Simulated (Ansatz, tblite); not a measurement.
**Cis-[FeF2(H2O)4]+ (F2FeH8O4+): rung by rung**

One table from this session's results is given with a row withheld; the runs are named, their logs left out.

The runs use Ansatz 0.2.0, Gaussian basis; as each input shows.

Levels to be run: GFN1-xTB, GFN2-xTB, PBE-D4/def2-TZVP, r2SCAN-D4/def2-TZVP, LDA/def2-TZVP, HSE06-D4/def2-TZVP, HF/def2-TZVP, BLYP-D4/def2-TZVP, LC-ωPBE/def2-TZVP, PBE-D4/def2-SVP, PBE0-D4/def2-SVP, HF/STO-3G, MP2/def2-TZVP, RPA/def2-TZVP.

## The relaxed structure

The geometry is that of the sextet, from an earlier relaxation (PBE-D4/def2-SVP).

15 atoms, charge 1, spin multiplicity 6.

Bond lengths: Fe1–F2 1.810 Å, Fe1–O3 2.165 Å, Fe1–F6 1.819 Å, Fe1–O7 2.149 Å, Fe1–O10 2.153 Å, Fe1–O13 2.158 Å, O3–H4 0.978 Å, O3–H5 0.980 Å, O7–H8 0.978 Å, O7–H9 0.979 Å, O10–H11 0.981 Å, O10–H12 0.980 Å, O13–H14 0.981 Å, O13–H15 0.981 Å. Angles: F2–Fe1–O3 159.5°, F2–Fe1–F6 116.1°, F2–Fe1–O7 84.0°, F2–Fe1–O10 91.8°, F2–Fe1–O13 87.3°, O3–Fe1–F6 83.2°, O3–Fe1–O7 77.9°, O3–Fe1–O10 96.9°, O3–Fe1–O13 85.9°, F6–Fe1–O7 159.0°, F6–Fe1–O10 85.6°, F6–Fe1–O13 89.2°, O7–Fe1–O10 87.8°, O7–Fe1–O13 98.3°, O10–Fe1–O13 173.7°, Fe1–O3–H4 119.8°, Fe1–O3–H5 106.6°, H4–O3–H5 106.5° and more.

Geometry (Å):

```xyz
15

Fe    0.2743    0.0078    0.2959
F    -0.0766   -0.0885    2.0690
O    -0.0128   -0.1805   -1.8413
H    -0.5047   -0.9465   -2.1999
H     0.8808   -0.2102   -2.2431
F     2.0312    0.0981   -0.1678
O    -1.8602    0.1743    0.1115
H    -2.2838    0.8377   -0.4688
H    -2.2717    0.2567    0.9963
O     0.3520    2.1588    0.3586
H     1.2671    2.4081    0.1063
H     0.2406    2.4887    1.2751
O     0.4189   -2.1454    0.3103
H     0.1817   -2.4744    1.2035
H     1.3631   -2.3845    0.1944
```

Formally the metal is d5. No spin-orbit coupling is included. The ion is computed in the gas phase, without counter-ions or solvent.

PBE0-D4/def2-TZVP was run before; its log isn't repeated, and its numbers join the tables.

Set-up of the first run:

Tight binding, by tblite at 300 K electronic temperature and without a spin-polarisation term:

```python
tblite.interface.Calculator('GFN1-xTB', numbers, positions, charge=1, uhf=5).singlepoint()
```

Tight binding, by tblite at 300 K electronic temperature and without a spin-polarisation term:

```python
tblite.interface.Calculator('GFN2-xTB', numbers, positions, charge=1, uhf=5).singlepoint()
```

start.molden holds the orbitals of an earlier run on this state, given as this run's starting guess.

in.yaml reads:

```yaml
crystal:
  periodic: [false, false, false]
  atoms:
    - {symbol: Fe, position_ang: [0.274300, 0.007756, 0.295890]}
    - {symbol: F, position_ang: [-0.076554, -0.088516, 2.068977]}
    - {symbol: O, position_ang: [-0.012753, -0.180458, -1.841261]}
    - {symbol: H, position_ang: [-0.504683, -0.946471, -2.199949]}
    - {symbol: H, position_ang: [0.880803, -0.210249, -2.243080]}
    - {symbol: F, position_ang: [2.031201, 0.098074, -0.167781]}
    - {symbol: O, position_ang: [-1.860215, 0.174268, 0.111503]}
    - {symbol: H, position_ang: [-2.283831, 0.837652, -0.468793]}
    - {symbol: H, position_ang: [-2.271668, 0.256689, 0.996270]}
    - {symbol: O, position_ang: [0.352007, 2.158815, 0.358640]}
    - {symbol: H, position_ang: [1.267066, 2.408051, 0.106279]}
    - {symbol: H, position_ang: [0.240614, 2.488705, 1.275067]}
    - {symbol: O, position_ang: [0.418878, -2.145414, 0.310288]}
    - {symbol: H, position_ang: [0.181682, -2.474407, 1.203505]}
    - {symbol: H, position_ang: [1.363144, -2.384505, 0.194434]}
basis:
  gaussian: {orbitals: def2-TZVP, initial_orbitals: start.molden}
total_charge: 1
magnetization: {spin_polarized: true, initial_magnetization: 5}
hamiltonian: {xc: pbe, dispersion: d4}
scf: {omitted_lower_state_checks: [starts]}
output: {orbitals: {seedname: orbitals}}
```

Command:

```bash
$ ansatz run in.yaml --threads 4 --pin off --events-out ev --progress --plain --max-ram 8704MiB
```

Among the steps run: PBE-D4/def2-TZVP; r2SCAN-D4/def2-TZVP; LDA/def2-TZVP; HSE06-D4/def2-TZVP; HF/def2-TZVP; BLYP-D4/def2-TZVP; LC-ωPBE/def2-TZVP; PBE-D4/def2-SVP; PBE0-D4/def2-SVP; HF/STO-3G; MP2/def2-TZVP; RPA/def2-TZVP.

One table of the session follows, with a row left open; its other results are not shown here.

```
              level  HOMO (eV)  gap (eV)
          HF/STO-3G     -12.08     16.20
       HF/def2-TZVP     -18.98     17.22
      LDA/def2-TZVP     -11.03      1.07
    PBE-D4/def2-SVP     -10.54      1.25
   PBE-D4/def2-TZVP     -10.93      1.33
  BLYP-D4/def2-TZVP     -10.82      1.22
r2SCAN-D4/def2-TZVP     -11.76      2.44
   PBE0-D4/def2-SVP     -13.46      5.46
  PBE0-D4/def2-TZVP          ?         ?
 HSE06-D4/def2-TZVP     -13.30      4.81
  LC-ωPBE/def2-TZVP     -16.40     10.47
```

Q: Estimate the row for PBE0-D4/def2-TZVP from the others.

As computed: HOMO (eV): -13.71; gap (eV): 5.61. In the column «HOMO (eV)» it lies between LC-ωPBE/def2-TZVP (-16.40) and PBE0-D4/def2-SVP (-13.46).
